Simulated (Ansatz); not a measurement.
BH7OPSi (charge +1), SMILES B[PH2+][SiH2]O, a ladder of methods at one geometry

Computed with Ansatz's Python interface.

The cells in order, each with its output:

**Cell 1**
```python
import ansatz as az
```

**Cell 2**
```python
molecule = (
    az.Crystal.molecule()
    .atom('B', (2.0403, -0.502, 0.2631))
    .atom('P', (0.5406, 0.633, 0.3471))
    .atom('Si', (-1.2221, -0.471, -0.2441))
    .atom('O', (-2.5943, 0.5568, -0.1688))
    .atom('H', (2.0746, -1.483, 0.9197))
    .atom('H', (2.9411, -0.2376, -0.4533))
    .atom('H', (0.725, 1.7229, -0.5244))
    .atom('H', (0.3797, 1.1033, 1.664))
    .atom('H', (-1.4114, -1.6094, 0.6668))
    .atom('H', (-1.0509, -0.9661, -1.6182))
    .atom('H', (-2.4227, 1.253, -0.8518))
)

base = molecule.calculation().basis(gaussian='cc-pVDZ').charge(1)
```

**Cell 3**
```python
methods = ['mp2', 'ccsd', 'ccsd_t']
reports = [base.correlation(m).run().report for m in methods]
print(f'Hartree-Fock reference {reports[0]["reference_energy_ev"] / 27.211386246:.6f} Ha')
best = reports[-1]['free_energy_ev'] - reports[-1]['reference_energy_ev']
for method, each in zip(methods, reports):
    gained = each['free_energy_ev'] - each['reference_energy_ev']
    print(f'{method:8s} total {each["free_energy_ev"] / 27.211386246:.6f} Ha  correlation {gained:9.4f} eV  ({100 * gained / best:.1f} % of the last)')
```
Output:
```text
Hartree-Fock reference -733.051038 Ha
mp2      total -733.538630 Ha  correlation  -13.2680 eV  (86.9 % of the last)
ccsd     total -733.598277 Ha  correlation  -14.8911 eV  (97.5 % of the last)
ccsd_t   total -733.612190 Ha  correlation  -15.2697 eV  (100.0 % of the last)
```

Total energies depend on the basis set; only differences at equal settings carry meaning. The geometry is a force-field or estimated start, not a minimum of this method, and the basis set is short of its limit. A lower total doesn't mark the better method: functionals have no common bound, and MP2 and coupled cluster aren't variational. Inner cores stay frozen, so this is valence correlation. For Al to Cl the sets with a tight d function, cc-pV(X+d)Z, are usual. Run time: 19 s on 1 thread of Arm Neoverse V1 (shared host), peak memory 0.42 GiB.
